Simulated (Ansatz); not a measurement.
# CH8BGeN: one species, many methods

The task here is to estimate one member of a computed series from the others.

Method: functionals in def2-TZVPP, the program's frozen cores in correlated methods; program: Ansatz 0.2.0, Gaussian basis.

The runs, in order: PBE-D4, r2SCAN-D4, PBE0-D4, B3LYP-D4, ωB97X-V, ωB97M-V, B2PLYP; CCSD(T)/def2-TZVPP; MP2/def2-QZVPP; extrapolation to the limit.

## The relaxed structure

All runs share one geometry, relaxed beforehand with PBE0-D4 in a triple-zeta def2 set.

SMILES `[BH2][GeH]([CH3])[NH2]`, 12 atoms, charge 0, spin multiplicity 1.

Atoms are counted from 1 here; the program's logs count them from 0.

Bond lengths: B1–Ge2 2.057 Å, B1–H5 1.196 Å, B1–H6 1.196 Å, Ge2–C3 1.972 Å, Ge2–N4 1.851 Å, Ge2–H7 1.546 Å, C3–H8 1.091 Å, C3–H9 1.091 Å, C3–H10 1.092 Å, N4–H11 1.011 Å, N4–H12 1.011 Å. Angles: Ge2–B1–H5 121.8°, Ge2–B1–H6 120.5°, H5–B1–H6 117.7°, B1–Ge2–C3 109.8°, B1–Ge2–N4 109.2°, B1–Ge2–H7 112.3°, C3–Ge2–N4 113.2°, C3–Ge2–H7 107.2°, N4–Ge2–H7 105.1°, Ge2–C3–H8 110.8°, Ge2–C3–H9 109.5°, Ge2–C3–H10 110.7°, H8–C3–H9 108.5°, H8–C3–H10 108.7°, H9–C3–H10 108.6°, Ge2–N4–H11 114.0°, Ge2–N4–H12 114.9°, H11–N4–H12 108.3°.

The first run:

in.yaml reads:

```yaml
crystal:
  periodic: [false, false, false]
  atoms:
    - {symbol: B, position_ang: [-1.181606, 1.463315, 0.725840]}
    - {symbol: Ge, position_ang: [-0.028570, -0.226130, 0.508531]}
    - {symbol: C, position_ang: [1.538834, 0.173913, -0.620151]}
    - {symbol: N, position_ang: [-1.076694, -1.597662, -0.161024]}
    - {symbol: H, position_ang: [-2.251213, 1.567808, 0.201255]}
    - {symbol: H, position_ang: [-0.777963, 2.395692, 1.356563]}
    - {symbol: H, position_ang: [0.503697, -0.750543, 1.861648]}
    - {symbol: H, position_ang: [1.226584, 0.523857, -1.605419]}
    - {symbol: H, position_ang: [2.136268, -0.730696, -0.746549]}
    - {symbol: H, position_ang: [2.162344, 0.941125, -0.157102]}
    - {symbol: H, position_ang: [-1.589494, -1.351794, -0.996543]}
    - {symbol: H, position_ang: [-0.585089, -2.463985, -0.332948]}
basis:
  gaussian: {orbitals: def2-TZVPP}
hamiltonian: {xc: pbe, dispersion: d4}
output: {forces: true, orbitals: {seedname: orbitals}}
```

Launch:

```bash
$ ansatz run in.yaml --threads 4 --pin off --events-out ev --progress --plain --max-ram 10444MiB
```

Among the steps run: PBE-D4 (GGA); r2SCAN-D4 (meta-GGA); PBE0-D4 (hybrid); B3LYP-D4 (hybrid); ωB97X-V (range-separated); ωB97M-V (range-separated); B2PLYP (double hybrid); CCSD(T) in def2-TZVPP; MP2 in def2-QZVPP.

One table of the session follows, with a row left open; its other results are not shown here.

```
            method  atomisation energy (kJ/mol)
            PBE-D4                       3999.0
         r2SCAN-D4                       3966.6
           PBE0-D4                       3957.6
          B3LYP-D4                            ?
           ωB97X-V                       3985.9
           ωB97M-V                       3968.5
            B2PLYP                       3929.1
     HF/def2-TZVPP                       2918.1
    MP2/def2-TZVPP                       3894.2
   CCSD/def2-TZVPP                       3837.5
CCSD(T)/def2-TZVPP                       3882.9
           MP2/CBS                       3981.0
       CCSD(T)/CBS                       3969.7
```

**Question.** Estimate the row for B3LYP-D4.

As computed: atomisation energy (kJ/mol): 3974.0. In the column «atomisation energy (kJ/mol)» it lies between CCSD(T)/CBS (3969.7) and MP2/CBS (3981.0).

Caveats from the session: Free atoms (1 B, 1 Ge, 1 C, 1 N, 8 H) were run apart at each level; the atomisation energy is their sum less the molecule, without zero-point or spin-orbit terms.
